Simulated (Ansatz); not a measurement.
# BaWO4 (I4_1/a) in Ansatz: reference runs

How does BaWO4 come out in PBEsol? The cell is run as given and disturbed.

Everything below comes from runs of Ansatz 0.2.0. Logs are shortened: lines on timing, memory, paths and dates and some standing lists are left out, and cuts for length are marked.

**1. Starting point**

Symmetry: I4_1/a, No. 88, tetragonal system. The conventional cell has a = 5.667 Å, b = 5.667 Å, c = 12.739 Å, α = 90.00°, β = 90.00°, γ = 90.00°. W (site symmetry -4) is surrounded by 4 O at 1.79 Å. Ba (site symmetry -4) has 8 O at 2.76 to 2.80 Å as nearest neighbours. O (site symmetry 1) has 1 W at 1.79 Å as nearest neighbours.

The cell is a database's computed one.

**2. Single point, PBEsol**

input.yaml

```yaml
crystal:
  lattice:
    - [-2.833365905, 2.833365905, 6.36926687]
    - [2.833365905, -2.833365905, 6.36926687]
    - [2.833365905, 2.833365905, -6.36926687]
  atoms:
    - { symbol: W, position: [0.0, 0.0, 0.0] }
    - { symbol: W, position: [0.75, 0.25, 0.5] }
    - { symbol: Ba, position: [0.5, 0.5, 0.0] }
    - { symbol: Ba, position: [0.25, 0.75, 0.5] }
    - { symbol: O, position: [0.59785523, 0.20310814, 0.14376005] }
    - { symbol: O, position: [0.79689186, 0.94065191, 0.39474709] }
    - { symbol: O, position: [0.95310814, 0.30934809, 0.10525291] }
    - { symbol: O, position: [0.20409518, 0.84785523, 0.89474709] }
    - { symbol: O, position: [0.54590482, 0.40214477, 0.60525291] }
    - { symbol: O, position: [0.05934809, 0.45409518, 0.85623995] }
    - { symbol: O, position: [0.69065191, 0.79590482, 0.64376005] }
    - { symbol: O, position: [0.15214477, 0.04689186, 0.35623995] }
hamiltonian:
  xc: pbesol
  pseudopotentials: { kind: paw }
kpoints:
  mp_grid: { grid: [7, 7, 7] }
scf:
  occupations: { method: fermi_dirac, width: 0.05 }
output:
  forces: true
  stress: true
  eigenvalues: true
  write_density: true
  write_potential: true
  elf: true
  volumetric_format: npy
```

Potentials or basis: Ansatz PAW.

The run is started by

```
$ ansatz run input.yaml --threads 4 --pin off --max-ram 11264MiB --backend cpu --events-out ev --progress --plain --runs-dir out
```

Log:

```text
Warning: RAYON_NUM_THREADS=4 ignored (pool sized by the plan → 4); use --threads N
Engine: ansatz 0.2.0, aarch64-unknown-linux-gnu
Pseudopotentials: kind: paw
Pseudopotential: W, paw, valence charge 14, recommended cutoff 420 eV (normal), W.paw.azcp
Pseudopotential: Ba, paw, valence charge 10, recommended cutoff 420 eV (normal), Ba.paw.azcp
Pseudopotential: O, paw, valence charge 6, recommended cutoff 420 eV (normal), O.paw.azcp
Functional definition: PBEsol
  exchange = pbesol_x
  correlation = pbesol_c
Crystal: 12 atoms, lattice volume = 204.529 Å³
Basis set: ecut = 420 eV, 4045 PW (Γ), exchange–correlation on 108×108×108 points (8 copies of the dense FFT grid, shifted against one another)
Bands: 60, of which v1, the nominal top of the filled ones, is band 48 counted from 1 (47 counted from 0)
Symmetry: 8 space group operations
Space group: I41/a (ITA 88), of the structure as read, at distance tolerance 5.9e-5 Å
k-points: 52 of 343
Non-local potential: W, projectors of the file, l = 0: 3, l = 1: 2, l = 2: 2, l = 3: 1
Non-local potential: Ba, projectors of the file, l = 0: 3, l = 1: 2, l = 2: 2, l = 3: 2
Non-local potential: O, projectors of the file, l = 0: 2, l = 1: 2, l = 2: 1
PAW form: soft (Blöchl's): semilocal exchange-correlation on the pseudo side does not see the compensation charge
PAW frozen core: W, regenerated for the run's functional, and the local potential with it (the file was generated under x = pbe(κ = 0.804, μ = 0.2195149727645171), c = pbe(β = 0.06672455060314922))
PAW frozen core: Ba, regenerated for the run's functional, and the local potential with it (the file was generated under x = pbe(κ = 0.804, μ = 0.2195149727645171), c = pbe(β = 0.06672455060314922))
PAW frozen core: O, regenerated for the run's functional, and the local potential with it (the file was generated under x = pbe(κ = 0.804, μ = 0.2195149727645171), c = pbe(β = 0.06672455060314922))
PAW one-centre angular grid: W, 590 points (default); XC on 64 Gauss nodes
PAW one-centre angular grid: Ba, 194 points (default); XC on 64 Gauss nodes
PAW one-centre angular grid: O, 110 points (default); XC on 64 Gauss nodes
Initial density: superposition of atomic densities (neutral atoms: chi_scale 0, normalization atom), corrected by the library's trained network
Initial wavefunctions: pseudopotential atomic-orbital guess
Functional: x = pbesol(κ = 0.804, μ = 0.12345679012345678), c = pbesol(β = 0.046)
SCF iter   1: F=—  HF=-36737.026152 eV  |F-HF|=—  |Δ(HF+E_count)|=         —  Δρ=1.39e-2  dr2=3.57e-1  ethr=1.77e-3  ⟨swp⟩=8.2  Hψ=14264  notcnv=0  defer=9
preconditioner: auto → Resta (q_TF=auto, 2.405 Å⁻¹)  ε∞=4.5  [insulator: Δε(μ)=4.503 eV  Ē_g=12.068 eV  σ=0.050 eV  W_gap=1.00  n_scr=36 (ndim 8)  ℏωp=22.6 eV  f_vac=0.061  D(μ)=0.00/eV (n_scr^D=0)  ε∞_Penn≈4.5]
SCF iter   2: F=—  HF=-36736.961806 eV  |F-HF|=—  |Δ(HF+E_count)|=   6.43e-2  Δρ=5.28e-3  dr2=6.56e-2  ethr=3.72e-4  ⟨swp⟩=2.5  Hψ=5707  notcnv=0  defer=412
SCF iter   3: F=—  HF=-36736.949671 eV  |F-HF|=—  |Δ(HF+E_count)|=   1.21e-2  Δρ=1.03e-3  dr2=2.93e-3  ethr=6.83e-5  ⟨swp⟩=2.0  Hψ=4352  notcnv=0  defer=412
SCF iter   4: F=—  HF=-36736.949700 eV  |F-HF|=—  |Δ(HF+E_count)|=   2.83e-5  Δρ=2.74e-4  dr2=1.48e-4  ethr=3.06e-6  ⟨swp⟩=2.0  Hψ=5156  notcnv=0  defer=412
SCF iter   5: F=—  HF=-36736.949799 eV  |F-HF|=—  |Δ(HF+E_count)|=   9.91e-5  Δρ=9.08e-5  dr2=2.89e-5  ethr=1.54e-7  ⟨swp⟩=2.1  Hψ=5063  notcnv=0  defer=412
SCF iter   6: F=—  HF=-36736.949786 eV  |F-HF|=—  |Δ(HF+E_count)|=   1.27e-5  Δρ=1.98e-5  dr2=1.09e-6  ethr=3.01e-8  ⟨swp⟩=2.6  Hψ=5356  notcnv=0  defer=412
SCF iter   7: F=-36736.949789 eV  HF=-36736.949788 eV  |F-HF|=8.68e-8  |Δ(HF+E_count)|=   2.36e-6  Δρ=3.69e-6  dr2=4.03e-8  ethr=1.04e-10  ⟨swp⟩=16.8  Hψ=28229  notcnv=0
SCF 1 converged in 7 iterations: F = -36736.949789 eV  dr2 = 4.03e-8
SCF converged after 7 iterations
Free energy (F): -36736.949789 eV
Harris-Foulkes:  -36736.949788 eV  (|F-HF|=8.68e-8)
Internal energy: -36736.949789 eV  (E = F + TS)
E sigma→0 (E₀):  -36736.949789 eV
Fermi energy:    8.041203 eV
--- Per-component energies (eV) ---
  E_band       = -750.730641
  E_kinetic    = 2620.448911
  E_local      = -6729.535438  (includes V_loc(G=0)·N_el)
  E_nonlocal   = 506.808604
  E_hartree    = 2474.607411
  E_xc         = -1441.093120
  E_vxc        = -1487.750974  (∫ρ·V_xc dr)
  E_paw        = -28368.978133  (= ΣΔE_a)
  E_vpaw       = -609.934079  (= ΣTr[D̂ρ^β])
  E_aug_tail   = 0.019369  (compensation charges beyond the density's cutoff)
  E_ewald      = -5800.256147
  E_core_change = 1.028754  (= ΣΔE_core)
  E_smearing   = -0.000000  (= −TS)
  E_closure    = 0.000000  (closes the sum)
  Σ components = -36736.949789   (vs F -36736.949789, Δ=0.00e0)
--- Forces (eV/Å), atoms counted from 1 ---
  atom   1  W      0.00000000     0.00000000     0.00000000
  atom   2  W      0.00000000    -0.00000000     0.00000000
  atom   3  Ba     0.00000000    -0.00000000     0.00000000
  atom   4  Ba     0.00000000    -0.00000000     0.00000000
  atom   5  O      0.08230427     0.12449553    -0.11301620
  atom   6  O      0.12449553    -0.08230427     0.11301620
  atom   7  O     -0.12449553     0.08230427    -0.11301620
  atom   8  O      0.12449553    -0.08230427    -0.11301620
  atom   9  O     -0.12449553     0.08230427     0.11301620
  atom  10  O     -0.08230427    -0.12449553    -0.11301620
  atom  11  O      0.08230427     0.12449553     0.11301620
  atom  12  O     -0.08230427    -0.12449553     0.11301620
  max |Σ_I F_I| component: 4.16e-17 eV/Å
--- Stress (GPa, compression-positive) ---
       -2.761014       0.000000       0.000000
       -0.000000      -2.761014       0.000000
        0.000000       0.000000      -2.753153
  P = ⅓ Tr σ = -2.7584 GPa (-27.584 kbar)
--- Band table (eV; the first three rows and the last of 52) ---
  k-point 0: bands = ["-67.3840", "-67.3839", "-31.8523", "-31.8523", "-31.8507", "-31.8507", "-31.8392", "-31.8320", "-18.5821", "-18.4991", "-10.7080", "-10.3472", "-10.2103", "-10.0381", "-10.0381", "-9.9991", "-9.9113", "-9.9113", "-3.8659", "-3.8659", "-3.8618", "-3.6453", "-3.6453", "-3.6445", "2.1079", "2.2207", "2.2207", "2.3138", "2.3345", "2.6954", "2.8055", "2.8934", "2.8934", "2.9286", "3.0655", "3.0823", "4.3353", "4.4786", "4.4786", "4.7873", "4.8307", "4.8307", "4.8840", "5.2058", "5.2058", "5.4360", "5.6831", "5.6831", "10.3827", "10.6071", "10.7788", "10.9533", "11.0480", "11.7784", "11.7784", "12.1887", "12.3813", "12.3813", "12.7245", "13.0404"]
  k-point 1: bands = ["-67.3840", "-67.3839", "-31.8523", "-31.8523", "-31.8509", "-31.8508", "-31.8387", "-31.8323", "-18.5770", "-18.5027", "-10.7203", "-10.3730", "-10.1927", "-10.0397", "-10.0206", "-10.0040", "-9.9249", "-9.8940", "-3.8695", "-3.8521", "-3.8497", "-3.6605", "-3.6436", "-3.6430", "2.0620", "2.0700", "2.2526", "2.3952", "2.5705", "2.6114", "2.7062", "2.8593", "2.8990", "2.9625", "3.0426", "3.2431", "4.2681", "4.2976", "4.4586", "4.7800", "4.8596", "4.9207", "5.0676", "5.1209", "5.2390", "5.4132", "5.5559", "5.6528", "10.4638", "10.6451", "10.7917", "11.0012", "11.3398", "11.7232", "12.0219", "12.0430", "12.3020", "12.4030", "12.9940", "13.0899"]
  k-point 2: bands = ["-67.3840", "-67.3839", "-31.8523", "-31.8521", "-31.8513", "-31.8511", "-31.8375", "-31.8331", "-18.5639", "-18.5133", "-10.7053", "-10.4242", "-10.1426", "-10.0494", "-10.0410", "-9.9604", "-9.9591", "-9.9009", "-3.8715", "-3.8282", "-3.8258", "-3.6999", "-3.6549", "-3.6452", "2.0517", "2.1526", "2.3430", "2.3619", "2.4968", "2.6423", "2.6750", "2.8481", "2.8786", "3.0413", "3.0525", "3.3718", "4.1781", "4.3284", "4.3903", "4.7238", "4.9039", "4.9685", "4.9833", "5.2691", "5.2946", "5.3532", "5.3782", "5.5623", "10.5357", "10.6671", "10.7687", "11.0363", "11.6428", "11.7504", "12.0874", "12.3040", "12.3830", "12.6199", "12.9331", "13.2500"]
  k-point 51: bands = ["-67.3840", "-67.3840", "-31.8533", "-31.8533", "-31.8498", "-31.8497", "-31.8357", "-31.8353", "-18.5419", "-18.5381", "-10.6485", "-10.6184", "-10.0608", "-10.0546", "-10.0004", "-9.9846", "-9.8919", "-9.8901", "-3.8516", "-3.8312", "-3.7584", "-3.7429", "-3.6843", "-3.6694", "2.0706", "2.1730", "2.2975", "2.3301", "2.4142", "2.4333", "2.7016", "2.7455", "2.8291", "2.8817", "3.4293", "3.5481", "4.0679", "4.1651", "4.3284", "4.3838", "4.9618", "4.9786", "5.2301", "5.3975", "5.4117", "5.5272", "5.5364", "5.5558", "10.4102", "10.4426", "10.6701", "10.6706", "11.7130", "11.7992", "12.4165", "12.4793", "12.6603", "12.6953", "12.7666", "12.7824"]
```

rho_z.tsv:

```text
# z_ang	rho[e/angstrom^3]
# format = ansatz-planar-average/11
# lattice	-2.833365905	2.833365905	6.369266870
# lattice	2.833365905	-2.833365905	6.369266870
# lattice	2.833365905	2.833365905	-6.369266870
# sites	12
# site	74	0.000000000	0.000000000	0.000000000
# site	74	0.000000000	2.833365905	3.184633435
# site	56	0.000000000	0.000000000	6.369266870
# site	56	2.833365905	0.000000000	3.184633435
# site	8	-0.711138122	1.525787770	4.185903333
# site	8	1.525787770	0.711138122	8.552630407
# site	8	-1.525787770	2.122227783	7.370536768
# site	8	4.359153675	0.711138122	1.001269898
# site	8	1.307578135	2.122227783	2.183363537
# site	8	3.544504027	1.307578135	-2.183363537
# site	8	2.122227783	1.525787770	5.367996972
# site	8	0.711138122	1.307578135	-1.001269898
0.000000	5.215411e-1
0.139349	5.244947e-1
0.278698	5.318796e-1
0.418048	5.398974e-1
0.557397	5.439579e-1
0.696746	5.403050e-1
[... 46 lines left out ...]
7.246159	5.318796e-1
7.385509	5.244947e-1
```

Wall time 16 s (4 threads of Arm Neoverse V1, shared host); peak memory 0.94 GiB.

What came out:

```
Free energy            : -36736.9498 eV
Pressure               : -2.8 GPa
Largest force          : 0.187 eV/Å
Band gap on the k mesh : 4.67 eV, indirect (least direct gap 4.70 eV)
```

Forces in eV/Å, atoms in the order of the input:
```
W    0.000  0.000  0.000
W    0.000  0.000  0.000
Ba   0.000  0.000  0.000
Ba   0.000  0.000  0.000
O    0.082  0.124 -0.113
O    0.124 -0.082  0.113
O   -0.124  0.082 -0.113
O    0.124 -0.082 -0.113
O   -0.124  0.082  0.113
O   -0.082 -0.124 -0.113
O    0.082  0.124  0.113
O   -0.082 -0.124  0.113
```

Levels at points of the mesh, in eV from the valence-band top:
```tsv
k point	band 44	band 45	band 46	band 47	band 48	band 49	band 50	band 51	band 52	band 53
(0.00, 0.00, 0.00)	-0.48	-0.48	-0.25	0.00	0.00	4.70	4.92	5.10	5.27	5.36
```

Caveat: odd divisions of the mesh miss points on the zone boundary, where band edges often lie, so the gap on the mesh can be too wide; the pressure holds a Pulay correction of +0.5 GPa for the finite cutoff; spin-orbit coupling is left out, which moves the levels of the heavy elements; the PAW data sets come from PBE, with cores solved anew for the run's functional, which leaves a small shift of forces and pressure.

(Continued in part 2 of 2.)
